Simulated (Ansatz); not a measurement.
WC, space group P-6m2, a test of the smearing width

Computed with Ansatz's Python interface.

Notebook, run cell by cell (the value of a cell's last expression is shown):

**Cell 1**
```python
import warnings

import ansatz as az
import pandas as pd
```

**Cell 2**
```python
XC = 'PBE'
CUTOFF = 450
KGRID = (13, 13, 12)
```

**Cell 3**
```python
warnings.simplefilter('ignore', az.DeckWarning)
```

**Cell 4**
```python
structure = (
    az.Lattice.from_parameters(2.9065, 2.9065, 2.8366, alpha=90, beta=90, gamma=120)
    .space_group(187)
    .atom('W', (0.0, 0.0, 0.0))
    .atom('C', (2 / 3, 1 / 3, 0.5))
)
```

**Cell 5**
```python
len(structure.resolved().sites)
```
Output:
```text
2
```

**Cell 6**
```python
setup = (
    structure.calculation()
    .functional(XC)
    .basis(CUTOFF)
    .kpoints(*KGRID)
    .stress()
)
```

**Cell 7**
```python
rows = []
for value in [0.3, 0.2, 0.1, 0.05]:
    report = setup.occupations('methfessel_paxton', width=value).run(threads=1).report
    rows.append((value, report['free_energy_ev'] / len(report['lattice']['sites']), report['n_iterations'], sum(report['stress_gpa'][i][i] for i in range(3)) / 3, report['n_kpoints']))

table = pd.DataFrame(rows, columns=['width (eV)', 'F/atom (eV)', 'iterations', 'P (GPa)', 'k-points'])
table.round(5)
```
Output:
```text
   width (eV)  F/atom (eV)  iterations  P (GPa)  k-points
0        0.30  -5318.02871           5  5.51597       147
1        0.20  -5318.02868           5  5.50854       147
2        0.10  -5318.02847           6  5.48141       147
3        0.05  -5318.02841           6  5.45876       147
```

**Cell 8**
```python
# differences from the last row
for row in rows[:-1]:
    shift = 1000 * (row[1] - rows[-1][1])
    print(f'{row[0]}: {shift:+.2f} meV/atom' + ('  (within 2 meV)' if abs(shift) < 2 else ''))
```
Output:
```text
0.3: -0.30 meV/atom  (within 2 meV)
0.2: -0.27 meV/atom  (within 2 meV)
0.1: -0.06 meV/atom  (within 2 meV)
```

The narrowest width needs the finest mesh, so the last row is no converged reference. Pressure is positive in compression. Spin-orbit coupling, which matters for elements this heavy, is left out. At these settings the cell as given stands under about 5 GPa, so it isn't at this functional's equilibrium volume. The starting cell is as deposited in a crystallographic database; the results hold for this polymorph, which needn't be the stable one. It ran for 13 s on 1 thread of Arm Neoverse V2, with other jobs on the host, peak memory 0.44 GiB.
